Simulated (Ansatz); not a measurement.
# Cd3GeTe: what a guessed cell relaxes into

Aim: relax a trial structure of Cd3GeTe and see where it ends.

Computed with Ansatz 0.2.0 (DFT PBE, scalar-relativistic, plane waves, PAW, unless a step's input says otherwise).

## 1. The structure to begin with

The structure is cubic, space group Pm-3m (No. 221). Conventional cell: a = 5.162 Å, b = 5.162 Å, c = 5.162 Å, α = 90.00°, β = 90.00°, γ = 90.00°. Around Cd (site symmetry 4/mmm) lie 2 Ge at 2.58 Å and 8 Cd at 3.65 Å and 4 Te at 3.65 Å. Around Ge (site symmetry m-3m) lie 6 Cd at 2.58 Å. Te (site symmetry m-3m) is surrounded by 12 Cd at 3.65 Å.

Coordinates:

```cif
data_structure
_symmetry_space_group_name_H-M 'Pm-3m'
_symmetry_Int_Tables_number 221
_cell_length_a 5.1619
_cell_length_b 5.1619
_cell_length_c 5.1619
_cell_angle_alpha 90.000
_cell_angle_beta 90.000
_cell_angle_gamma 90.000
_cell_volume 137.54
loop_
_atom_site_label
_atom_site_type_symbol
_atom_site_symmetry_multiplicity
_atom_site_Wyckoff_symbol
_atom_site_fract_x
_atom_site_fract_y
_atom_site_fract_z
_atom_site_occupancy
Cd1 Cd 3 c 0.00000 0.50000 0.50000 1
Ge1 Ge 1 b 0.50000 0.50000 0.50000 1
Te1 Te 1 a 0.00000 0.00000 0.00000 1
```

Recipe of the guess: species swapped into a database cell of Dy3AlC (Pm-3m, No. 221), with Cd on the Dy sites, Te on the Al sites and Ge on the C sites. Its size is a rough estimate.

## 2. The guess as it stands, on a coarse mesh

Contents of input.yaml:

```yaml
crystal:
  lattice:
    - [5.16192974, 0.0, 0.0]
    - [0.0, 5.16192974, 0.0]
    - [0.0, 0.0, 5.16192974]
  atoms:
    - { symbol: Cd, position: [0.0, 0.5, 0.5] }
    - { symbol: Cd, position: [0.5, 0.0, 0.5] }
    - { symbol: Cd, position: [0.5, 0.5, 0.0] }
    - { symbol: Ge, position: [0.5, 0.5, 0.5] }
    - { symbol: Te, position: [0.0, 0.0, 0.0] }
basis:
  ecutwfc: 420
kpoints:
  mp_grid: { grid: [4, 4, 4] }
hamiltonian:
  xc: pbe
scf:
  occupations: { method: gaussian, width: 0.1 }
  lower_state_search: "off"
output:
  forces: true
  stress: true
  eigenvalues: true
```

Launch:

```console
> ansatz run input.yaml --threads 1 --pin off --max-ram 2048MiB --backend cpu --events-out ev --progress --plain --runs-dir out
```

The program printed, shortened:

```text
Warning: RAYON_NUM_THREADS=1 ignored (pool sized by the plan → 1); use --threads N
[...]
Pseudopotentials: kind: paw
Pseudopotential: Cd, paw, valence charge 20, recommended cutoff 420 eV (normal), Cd.paw.azcp
Pseudopotential: Ge, paw, valence charge 14, recommended cutoff 420 eV (normal), Ge.paw.azcp
Pseudopotential: Te, paw, valence charge 16, recommended cutoff 420 eV (normal), Te.paw.azcp
Functional definition: PBE
[...]
Crystal: 5 atoms, lattice volume = 137.542 Å³
Basis set: ecut = 420 eV, 2721 PW (Γ), exchange–correlation on 72×72×72 points (8 copies of the dense FFT grid, shifted against one another)
Bands: 54, of which v1, the nominal top of the filled ones, is band 45 counted from 1 (44 counted from 0)
Symmetry: 48 space group operations
Space group: Pm-3m (ITA 221), of the structure as read, at distance tolerance 5.2e-5 Å
k-points: 10 of 64
[...]
SCF iter   1: F=—  HF=-36037.584776 eV  |F-HF|=—  |Δ(HF+E_count)|=         —  Δρ=1.09e-3  dr2=2.40e-3  ethr=1.77e-3  ⟨swp⟩=6.7  Hψ=2005  notcnv=0  defer=4
[...]
SCF iter   7: F=-36037.586330 eV  HF=-36037.586330 eV  |F-HF|=1.91e-8  |Δ(HF+E_count)|=   3.32e-7  Δρ=5.65e-6  dr2=5.70e-8  ethr=1.11e-10  ⟨swp⟩=8.2  Hψ=2505  notcnv=0
[...]
SCF converged after 7 iterations
Free energy (F): -36037.586330 eV
[...]
E sigma→0 (E₀):  -36037.575251 eV
Entropy (-TS):   -0.022160 eV (-4.432 meV/atom)
Fermi energy:    9.215918 eV
[...]
--- Forces (eV/Å), atoms counted from 1 ---
  atom   1  Cd     0.00000000    -0.00000000    -0.00000000
  atom   2  Cd     0.00000000    -0.00000000     0.00000000
  atom   3  Cd     0.00000000    -0.00000000    -0.00000000
  atom   4  Ge     0.00000000    -0.00000000     0.00000000
  atom   5  Te     0.00000000    -0.00000000    -0.00000000
[...]
--- Stress (GPa, compression-positive) ---
        1.580024       0.000000       0.000000
        0.000000       1.580024      -0.000000
        0.000000       0.000000       1.580024
  P = ⅓ Tr σ = 1.5800 GPa (15.800 kbar)
--- Band table (eV; the first three rows and the last of 10) ---
[...]
```

Wall time 3.6 s (1 thread of Arm Neoverse V2, shared host); peak memory 0.41 GiB.

From the probe: pressure 1.6 GPa, largest force 0.00 eV/Å, gap on this mesh none (metal). The relaxation goes to the converged mesh at once.

## 3. Final relaxation

input.yaml: that of step 2 with these lines changed.

```diff
@@ -14,3 +14,3 @@
 kpoints:
-  mp_grid: { grid: [4, 4, 4] }
+  mp_grid: { grid: [8, 8, 8] }
 hamiltonian:
@@ -19,3 +19,2 @@
   occupations: { method: gaussian, width: 0.1 }
-  lower_state_search: "off"
 output:
@@ -24 +23,6 @@
   eigenvalues: true
+relax:
+  adjacent_minimum: "off"
+  f_tol: 0.01
+  max_steps: 80
+  cell: { stress_tol: 0.05 }
```

Launch:

```console
> ansatz run input.yaml --threads 1 --pin off --max-ram 2048MiB --backend cpu --events-out ev --progress --plain --runs-dir out
```

The program printed:

```text
Warning: RAYON_NUM_THREADS=1 ignored (pool sized by the plan → 1); use --threads N
Engine: ansatz 0.2.0, aarch64-unknown-linux-gnu
[... 5 set-up lines as earlier in the session ...]
  parameter kappa = 0.804
  parameter beta = 0.06672455060314922
  exchange = pbe_x(kappa = kappa, mu = beta*pi^2/3)
  correlation = pbe_c(beta = beta)
Crystal: 5 atoms, lattice volume = 137.542 Å³
Basis set: ecut = 420 eV, 2721 PW (Γ), exchange–correlation on 72×72×72 points (8 copies of the dense FFT grid, shifted against one another)
Bands: 54, of which v1, the nominal top of the filled ones, is band 45 counted from 1 (44 counted from 0)
[... 2 set-up lines as earlier in the session ...]
k-points: 35 of 512
Non-local potential: Cd, projectors of the file, l = 0: 3, l = 1: 2, l = 2: 2, l = 3: 1
Non-local potential: Ge, projectors of the file, l = 0: 2, l = 1: 2, l = 2: 3, l = 3: 1
Non-local potential: Te, projectors of the file, l = 0: 2, l = 1: 2, l = 2: 2, l = 3: 2
PAW form: soft (Blöchl's): semilocal exchange-correlation on the pseudo side does not see the compensation charge
PAW one-centre angular grid: Cd, 590 points (default); XC on 64 Gauss nodes
PAW one-centre angular grid: Ge, 590 points (default); XC on 64 Gauss nodes
PAW one-centre angular grid: Te, 590 points (default); XC on 64 Gauss nodes
Initial density: superposition of atomic densities (neutral atoms: chi_scale 0, normalization atom), corrected by the library's trained network
Initial wavefunctions: pseudopotential atomic-orbital guess
Functional: x = pbe(κ = 0.804, μ = 0.2195149727645171), c = pbe(β = 0.06672455060314922)
SCF iter   1: F=—  HF=-36037.549817 eV  |F-HF|=—  |Δ(HF+E_count)|=         —  Δρ=2.88e-3  dr2=5.10e-2  ethr=1.77e-3  ⟨swp⟩=6.4  Hψ=6869  notcnv=0  defer=10
preconditioner: auto → LDOS  [metal: Δε(μ)=0.028 eV  Ē_g=11.055 eV  σ=0.100 eV  W_gap=0.16  n_scr=32 (ndim 8)  ℏωp=21.5 eV  f_vac=0.021  D(μ)=2.27/eV (n_scr^D=18)  β→1.0]
SCF iter   2: F=—  HF=-36037.541156 eV  |F-HF|=—  |Δ(HF+E_count)|=   8.66e-3  Δρ=6.21e-4  dr2=1.12e-3  ethr=5.67e-5  ⟨swp⟩=1.9  Hψ=2304  notcnv=0  defer=16
SCF iter   3: F=—  HF=-36037.541078 eV  |F-HF|=—  |Δ(HF+E_count)|=   7.76e-5  Δρ=3.93e-4  dr2=2.49e-4  ethr=1.24e-6  ⟨swp⟩=2.0  Hψ=2958  notcnv=0  defer=16
SCF iter   4: F=—  HF=-36037.540994 eV  |F-HF|=—  |Δ(HF+E_count)|=   8.38e-5  Δρ=1.75e-4  dr2=2.88e-5  ethr=2.77e-7  ⟨swp⟩=2.3  Hψ=3266  notcnv=0  defer=16
SCF iter   5: F=—  HF=-36037.541020 eV  |F-HF|=—  |Δ(HF+E_count)|=   2.60e-5  Δρ=1.96e-5  dr2=7.72e-7  ethr=3.20e-8  ⟨swp⟩=2.1  Hψ=3213  notcnv=0  defer=16
SCF iter   6: F=-36037.541020 eV  HF=-36037.541020 eV  |F-HF|=2.46e-8  |Δ(HF+E_count)|=   2.38e-7  Δρ=6.05e-6  dr2=4.77e-8  ethr=1.11e-10  ⟨swp⟩=10.6  Hψ=8553  notcnv=0
SCF 1 converged in 6 iterations: F = -36037.541020 eV  dr2 = 4.77e-8
relax step   1: F+E_penalty+E_count = -36037.54102029 eV  Δ(F+E_penalty+E_count) = +0.000e0 eV  max|allowed force component| = 1.008e-28 eV/Å  Δτ_max = 0.0000 Å  P = +1.500 GPa  Ω = 137.542 Å³  (6 SCF iters, dr2 threshold 1.00e-7 eV, accepted)
Crystal: 5 atoms, lattice volume = 142.185 Å³
Basis set: ecut = 420 eV, 2801 PW (Γ), exchange–correlation on 72×72×72 points (8 copies of the dense FFT grid, shifted against one another)
Initial density: handed on by an earlier stage of this run
Initial wavefunctions: those handed on with the density
iter 1 solved again at ethr=5.38e-6 eV; its pass at ethr=3.10e-3 eV (dr2=4.84e-3 eV) is discarded
SCF iter   1: F=—  HF=-36037.563793 eV  |F-HF|=—  |Δ(HF+E_count)|=         —  Δρ=1.12e-3  dr2=5.16e-3  ethr=5.38e-6  ⟨swp⟩=1.7  Hψ=8223  notcnv=0
preconditioner: auto → LDOS  [metal: Δε(μ)=0.016 eV  Ē_g=10.964 eV  σ=0.100 eV  W_gap=0.09  n_scr=32 (ndim 8)  ℏωp=21.1 eV  f_vac=0.025  D(μ)=2.58/eV (n_scr^D=18)  β→1.0]
SCF iter   2: F=—  HF=-36037.562728 eV  |F-HF|=—  |Δ(HF+E_count)|=   1.07e-3  Δρ=6.10e-4  dr2=6.03e-4  ethr=5.38e-6  ⟨swp⟩=2.0  Hψ=2640  notcnv=0
SCF iter   3: F=—  HF=-36037.562705 eV  |F-HF|=—  |Δ(HF+E_count)|=   2.30e-5  Δρ=5.63e-4  dr2=3.42e-4  ethr=6.70e-7  ⟨swp⟩=2.0  Hψ=3466  notcnv=0
SCF iter   4: F=—  HF=-36037.562549 eV  |F-HF|=—  |Δ(HF+E_count)|=   1.56e-4  Δρ=7.32e-5  dr2=1.36e-5  ethr=3.80e-7  ⟨swp⟩=2.1  Hψ=3282  notcnv=0
SCF iter   5: F=-36037.562546 eV  HF=-36037.562546 eV  |F-HF|=1.00e-7  |Δ(HF+E_count)|=   3.25e-6  Δρ=8.26e-6  dr2=1.56e-7  ethr=5.56e-10  ⟨swp⟩=5.9  Hψ=8823  notcnv=0
SCF 2 converged in 5 iterations: F = -36037.562546 eV  dr2 = 1.56e-7
relax step   2: F+E_penalty+E_count = -36037.56254608 eV  Δ(F+E_penalty+E_count) = -2.153e-2 eV  max|allowed force component| = 2.493e-29 eV/Å  Δτ_max = 0.0000 Å  P = +0.120 GPa  Ω = 142.185 Å³  energy of the carried Pulay correction = -1.262e-3 eV  (5 SCF iters, dr2 threshold 5.00e-7 eV, accepted)
Crystal: 5 atoms, lattice volume = 142.604 Å³
iter 1 solved again at ethr=5.49e-8 eV; its pass at ethr=3.10e-3 eV (dr2=4.94e-5 eV) is discarded
SCF iter   1: F=—  HF=-36037.562610 eV  |F-HF|=—  |Δ(HF+E_count)|=         —  Δρ=9.46e-5  dr2=3.92e-5  ethr=5.49e-8  ⟨swp⟩=2.1  Hψ=7710  notcnv=0
preconditioner: auto → LDOS  [metal: Δε(μ)=0.016 eV  Ē_g=10.943 eV  σ=0.100 eV  W_gap=0.09  n_scr=32 (ndim 8)  ℏωp=21.1 eV  f_vac=0.025  D(μ)=2.58/eV (n_scr^D=18)  β→1.0]
SCF iter   2: F=—  HF=-36037.562635 eV  |F-HF|=—  |Δ(HF+E_count)|=   2.50e-5  Δρ=5.51e-5  dr2=5.00e-6  ethr=4.35e-8  ⟨swp⟩=2.0  Hψ=2638  notcnv=0
SCF iter   3: F=—  HF=-36037.562603 eV  |F-HF|=—  |Δ(HF+E_count)|=   3.17e-5  Δρ=5.25e-5  dr2=2.93e-6  ethr=5.56e-9  ⟨swp⟩=2.0  Hψ=3466  notcnv=0
SCF iter   4: F=—  HF=-36037.562602 eV  |F-HF|=—  |Δ(HF+E_count)|=   1.08e-6  Δρ=5.87e-6  dr2=1.00e-7  ethr=3.25e-9  ⟨swp⟩=2.0  Hψ=3275  notcnv=0
SCF iter   5: F=-36037.562602 eV  HF=-36037.562602 eV  |F-HF|=6.26e-10  |Δ(HF+E_count)|=   2.38e-8  Δρ=7.45e-7  dr2=9.41e-10  ethr=3.99e-11  ⟨swp⟩=5.6  Hψ=6853  notcnv=0
SCF 3 converged in 5 iterations: F = -36037.562602 eV  dr2 = 9.41e-10
relax step   3: F+E_penalty+E_count = -36037.56260184 eV  Δ(F+E_penalty+E_count) = -5.577e-5 eV  max|allowed force component| = 4.865e-29 eV/Å  Δτ_max = 0.0000 Å  P = +0.009 GPa  Ω = 142.604 Å³  energy of the carried Pulay correction = -1.374e-3 eV  (5 SCF iters, dr2 threshold 3.59e-8 eV, accepted)
Initial wavefunctions: pseudopotential atomic-orbital guess (no wavefunctions were taken with the density)
iter 1 solved again at ethr=1.58e-7 eV; its pass at ethr=3.10e-3 eV (dr2=1.43e-4 eV) is discarded
SCF iter   1: F=—  HF=-36037.560082 eV  |F-HF|=—  |Δ(HF+E_count)|=         —  Δρ=4.35e-4  dr2=7.53e-6  ethr=1.58e-7  ⟨swp⟩=3.5  Hψ=11746  notcnv=0
SCF iter   2: F=—  HF=-36037.563900 eV  |F-HF|=—  |Δ(HF+E_count)|=   3.82e-3  Δρ=3.35e-5  dr2=1.16e-6  ethr=8.37e-9  ⟨swp⟩=2.0  Hψ=3370  notcnv=0
SCF iter   3: F=—  HF=-36037.563900 eV  |F-HF|=—  |Δ(HF+E_count)|=   4.79e-7  Δρ=2.23e-5  dr2=5.12e-7  ethr=1.29e-9  ⟨swp⟩=2.0  Hψ=3473  notcnv=0
SCF iter   4: F=—  HF=-36037.563900 eV  |F-HF|=—  |Δ(HF+E_count)|=   1.55e-7  Δρ=2.98e-6  dr2=1.90e-8  ethr=5.69e-10  ⟨swp⟩=2.8  Hψ=3715  notcnv=0
SCF iter   5: F=—  HF=-36037.563900 eV  |F-HF|=—  |Δ(HF+E_count)|=   2.54e-8  Δρ=8.48e-7  dr2=1.80e-9  ethr=2.11e-11  ⟨swp⟩=2.0  Hψ=2673  notcnv=0
SCF iter   6: F=—  HF=-36037.563900 eV  |F-HF|=—  |Δ(HF+E_count)|=   1.54e-9  Δρ=2.73e-7  dr2=2.14e-10  ethr=2.00e-12  ⟨swp⟩=2.0  Hψ=2903  notcnv=0
SCF iter   7: F=-36037.563900 eV  HF=-36037.563900 eV  |F-HF|=7.28e-12  |Δ(HF+E_count)|=  9.46e-11  Δρ=8.42e-8  dr2=1.19e-11  ethr=1.00e-12  ⟨swp⟩=5.7  Hψ=6842  notcnv=0
SCF 4 converged in 7 iterations: F = -36037.563900 eV  dr2 = 1.19e-11
relax step   4: F+E_penalty+E_count = -36037.56389979 eV  Δ(F+E_penalty+E_count) = -1.298e-3 eV  max|allowed force component| = 4.996e-29 eV/Å  Δτ_max = 0.0000 Å  P = +0.003 GPa  Ω = 142.604 Å³  stress off target by 3.31e-3 GPa  SCF on the basis re-selected at this cell (its energy is not comparable with the rows above)  (7 SCF iters)
basis re-selected at this cell: Δ(F+E_penalty+E_count) = -1.298e-3 eV, ΔP = -0.005 GPa vs the last step (what re-selecting the basis moved, of the pressure what is left beyond the Pulay correction that the steps carried, after the strain that the cell walked since its last selection, with what the two solves' SCF thresholds leave and, on support functions, any second-order correction that the steps lacked; it is no measure of the basis error at this ecutwfc). This SCF's stress stands 3.31e-3 GPa from its target on what of the cell is left free (relax.cell.stress_tol is 5.00e-2 GPa) and its largest allowed force component is 5.00e-29 eV/Å (relax.f_tol is 1.00e-2 eV/Å): within both
SCF converged after 7 iterations
Free energy (F): -36037.563900 eV
Harris-Foulkes:  -36037.563900 eV  (|F-HF|=7.28e-12)
Internal energy: -36037.550991 eV  (E = F + TS)
E sigma→0 (E₀):  -36037.557446 eV
Entropy (-TS):   -0.012909 eV (-2.582 meV/atom)
Fermi energy:    8.773540 eV
--- Per-component energies (eV) ---
  E_band       = -1870.953374
  E_kinetic    = 1804.350451
  E_local      = -14750.788750  (includes V_loc(G=0)·N_el)
  E_nonlocal   = 206.352508
  E_hartree    = 7006.341659
  E_xc         = -728.081594
  E_vxc        = -830.831262  (∫ρ·V_xc dr)
  E_paw        = -18931.143383  (= ΣΔE_a)
  E_vpaw       = -2312.719672  (= ΣTr[D̂ρ^β])
  E_aug_tail   = 0.000215  (compensation charges beyond the density's cutoff)
  E_ewald      = -10644.582097
  E_smearing   = -0.012909  (= −TS)
  E_closure    = -0.000000  (closes the sum)
  Σ components = -36037.563900   (vs F -36037.563900, Δ=0.00e0)
--- Forces (eV/Å), atoms counted from 1 ---
  atom   1  Cd     0.00000000    -0.00000000    -0.00000000
  atom   2  Cd     0.00000000     0.00000000     0.00000000
  atom   3  Cd     0.00000000     0.00000000     0.00000000
  atom   4  Ge    -0.00000000     0.00000000     0.00000000
  atom   5  Te    -0.00000000    -0.00000000     0.00000000
  max |Σ_I F_I| component: 3.52e-29 eV/Å
--- Stress (GPa, compression-positive) ---
        0.003310       0.000000      -0.000000
        0.000000       0.003310       0.000000
       -0.000000       0.000000       0.003310
  P = ⅓ Tr σ = 0.0033 GPa (0.033 kbar)
--- Band table (eV; the first three rows and the last of 35) ---
  k-point 0: bands = ["-93.6180", "-93.6179", "-93.6179", "-54.6994", "-54.6994", "-54.6994", "-54.6686", "-54.6686", "-54.6686", "-54.6684", "-54.6684", "-54.6684", "-26.7278", "-26.7278", "-26.7278", "-26.7275", "-26.7275", "-15.3179", "-15.3179", "-15.2794", "-15.2794", "-15.2794", "-1.9465", "-0.9598", "0.2357", "0.2357", "0.2357", "0.4310", "0.4310", "0.4732", "0.4732", "0.6004", "0.6004", "0.6004", "0.7003", "0.7003", "0.7003", "0.7335", "2.2547", "6.3244", "6.3244", "6.3244", "8.2995", "8.2995", "8.7189", "8.7189", "8.7189", "9.3384", "14.0813", "14.0813", "14.0813", "15.7953", "15.7953", "15.7953"]
  k-point 1: bands = ["-93.6180", "-93.6179", "-93.6179", "-54.6994", "-54.6994", "-54.6994", "-54.6686", "-54.6686", "-54.6686", "-54.6684", "-54.6684", "-54.6684", "-26.7278", "-26.7278", "-26.7278", "-26.7275", "-26.7275", "-15.3179", "-15.3170", "-15.2794", "-15.2793", "-15.2793", "-1.8927", "-0.9399", "0.2380", "0.2483", "0.2483", "0.3963", "0.4319", "0.4743", "0.4823", "0.5974", "0.5974", "0.5981", "0.6773", "0.6773", "0.7003", "0.7259", "2.1702", "5.9658", "6.4146", "6.4146", "8.0650", "8.3429", "8.6707", "8.6707", "8.8965", "10.1715", "13.4800", "13.7155", "13.7155", "15.5593", "15.5593", "15.5879"]
  k-point 2: bands = ["-93.6180", "-93.6179", "-93.6179", "-54.6994", "-54.6994", "-54.6994", "-54.6686", "-54.6686", "-54.6686", "-54.6685", "-54.6685", "-54.6684", "-26.7278", "-26.7278", "-26.7278", "-26.7275", "-26.7275", "-15.3179", "-15.3148", "-15.2794", "-15.2791", "-15.2791", "-1.7481", "-0.8900", "0.2436", "0.2856", "0.2856", "0.2975", "0.4336", "0.4782", "0.5077", "0.5824", "0.5824", "0.5925", "0.6231", "0.6231", "0.7003", "0.7045", "1.9551", "5.4760", "6.6668", "6.6668", "7.3873", "8.4589", "8.5047", "8.5047", "10.0039", "11.4238", "12.6165", "13.2992", "13.2992", "14.8561", "14.8561", "14.9472"]
  k-point 34: bands = ["-93.6179", "-93.6179", "-93.6179", "-54.7014", "-54.6985", "-54.6985", "-54.6694", "-54.6694", "-54.6694", "-54.6677", "-54.6677", "-54.6677", "-26.7278", "-26.7278", "-26.7278", "-26.7274", "-26.7274", "-15.3086", "-15.3086", "-15.2782", "-15.2782", "-15.2782", "-0.8344", "-0.0688", "-0.0688", "-0.0688", "0.2920", "0.4279", "0.4279", "0.4279", "0.4605", "0.4605", "0.4605", "0.6428", "0.6428", "0.7036", "0.7036", "0.7036", "0.7825", "5.5358", "5.5358", "5.5358", "6.5938", "6.5938", "6.5938", "13.0187", "13.0187", "13.0187", "14.8022", "14.8022", "14.8022", "15.4953", "15.4953", "15.5790"]
--- Relaxed structure (3 steps of the walk, 3 accepted, 1 SCFs on fresh bases) ---
  F+E_penalty+E_count = -36037.56389979 eV   max|allowed force component| = 4.996e-29 eV/Å   (the final SCF, on the basis selected at the relaxed cell)
  cell:  # Å, volume = 142.6035 Å³
    - [5.224484436174194, 6.2592723192585165e-34, 4.81482486096809e-34]
    - [5.938283995193977e-34, 5.224484436174194, 0.0]
    - [4.81482486096809e-34, 0.0, 5.224484436174194]
  atoms:
    - { symbol: Cd, position: [5.4410811014724983e-36, 0.5, 0.5] }
    - { symbol: Cd, position: [0.5, 1.6517567628585455e-37, 0.5] }
    - { symbol: Cd, position: [0.5, 0.5, -1.165945950326853e-37] }
    - { symbol: Ge, position: [0.5, 0.5, 0.5] }
    - { symbol: Te, position: [-2.565081090711426e-35, 2.6233783880650292e-37, 1.2436756803467504e-36] }
```

It took 47 s on 1 thread of Arm Neoverse V2, shared host; peak memory 0.52 GiB.

The steps of the relaxation:

| step | E - E(step 1) (eV/cell) | largest force component (eV/Å) | pressure (GPa) | volume (Å³) |
| --- | --- | --- | --- | --- |
| 1 | 0.0000 | 0.0000 | 1.50 | 137.54 |
| 2 | -0.0215 | 0.0000 | 0.12 | 142.19 |
| 3 | -0.0216 | 0.0000 | 0.01 | 142.60 |
| 4 | -0.0229 | 0.0000 | 0.00 | 142.60 |

Step 1 is the start. Step 4 repeats the geometry before it on a plane-wave basis chosen anew for that cell, so its energy need not be comparable with the rows above.

|  | before | after | change |
| --- | --- | --- | --- |
| a (Å) | 5.162 | 5.224 | +1.2 % |
| b (Å) | 5.162 | 5.224 | +1.2 % |
| c (Å) | 5.162 | 5.224 | +1.2 % |
| volume (Å³/atom) | 27.51 | 28.52 | +3.7 % |
| shortest distance (Å) | 2.581 | 2.612 | +1.2 % |
| space group (0.01 Å) | Pm-3m | Pm-3m | same |

The run keeps the 48 symmetry operations of the start, so it could not have lowered the symmetry.

## 4. Changed: xc pbesol, scf.algorithm direct_min, ecutwfc left out

Contents of input.yaml:

```yaml
crystal:
  lattice:
    - [5.2244844362, 0.0, 0.0]
    - [0.0, 5.2244844362, 0.0]
    - [0.0, 0.0, 5.2244844362]
  atoms:
    - { symbol: Cd, position: [0.0, 0.5, 0.5] }
    - { symbol: Cd, position: [0.5, 0.0, 0.5] }
    - { symbol: Cd, position: [0.5, 0.5, 0.0] }
    - { symbol: Ge, position: [0.5, 0.5, 0.5] }
    - { symbol: Te, position: [0.0, 0.0, 0.0] }
kpoints:
  mp_grid: { grid: [8, 8, 8] }
hamiltonian:
  xc: pbesol
scf:
  occupations: { method: gaussian, width: 0.1 }
  algorithm: direct_min
output:
  forces: true
  eigenvalues: true
  stress: true
```

Launch:

```console
> ansatz run input.yaml --threads 1 --pin off --max-ram 2048MiB --backend cpu --events-out ev --progress --plain --runs-dir out
```

The program printed, shortened:

```text
Warning: RAYON_NUM_THREADS=1 ignored (pool sized by the plan → 1); use --threads N
[...]
[... 4 set-up lines as earlier in the session ...]
Functional definition: PBEsol
[...]
Crystal: 5 atoms, lattice volume = 142.604 Å³
Basis set: ecut = 420 eV, 2801 PW (Γ), exchange–correlation on 72×72×72 points (8 copies of the dense FFT grid, shifted against one another)
Bands: 54, of which v1, the nominal top of the filled ones, is band 45 counted from 1 (44 counted from 0)
[... 2 set-up lines as earlier in the session ...]
k-points: 35 of 512
[...]
SCF converged after 6 iterations
Stability not checked: this state was not tested for a lower state beside it, because a direct minimisation reached the state, and no test of it is asked (direct_minimisation; see scf.lower_state_search)
Free energy (F): -35706.100183 eV
[...]
E sigma→0 (E₀):  -35706.093700 eV
Entropy (-TS):   -0.012965 eV (-2.593 meV/atom)
Fermi energy:    8.613175 eV
[...]
--- Forces (eV/Å), atoms counted from 1 ---
  atom   1  Cd     0.00000000     0.00000000     0.00000000
  atom   2  Cd    -0.00000000    -0.00000000     0.00000000
  atom   3  Cd    -0.00000000    -0.00000000    -0.00000000
  atom   4  Ge    -0.00000000    -0.00000000    -0.00000000
  atom   5  Te    -0.00000000    -0.00000000     0.00000000
[...]
--- Stress (GPa, compression-positive) ---
       -2.638543       0.000000       0.000000
       -0.000000      -2.638543       0.000000
        0.000000       0.000000      -2.638543
  P = ⅓ Tr σ = -2.6385 GPa (-26.385 kbar)
--- Band table (eV; the first three rows and the last of 35) ---
[...]
```

Run time: 53 s. Hardware: 1 thread of Arm Neoverse V2, shared host; peak memory 0.87 GiB.

```csv
run,ending,energy change,pressure (GPa),gap (eV),force (eV/Å),cycles,time
step 3,converged,-,0.0,0.00,0.00,-,47 s
variant,converged,not comparable,-2.6,0.00,0.00,6,53 s
```

A change of functional puts the total energy on another scale; the pressure goes from 0.0 to -2.6 GPa. At this fixed cell a lower pressure means that this functional prefers a smaller volume than the reference.

## 5. Outcome

| quantity | value |
| --- | --- |
| symmetry at the end (tolerance 0.05 Å) | space group Pm-3m (No. 221) |
| conventional cell | a = 5.224 Å, b = 5.224 Å, c = 5.224 Å, α = 90.00°, β = 90.00°, γ = 90.00° |
| volume | 28.52 Å³/atom |
| energy over the elements | +0.15 eV/atom |
| gap on the mesh | none (metal) |

What this shows: The space group Pm-3m (No. 221) is kept, and the volume per atom grows by 3.7 % from the first guess. With a positive formation energy it can't be a ground state. No finished test with a distortion of lower symmetry is shown, so the end may be a saddle point. Spin-orbit coupling is left out for Te.
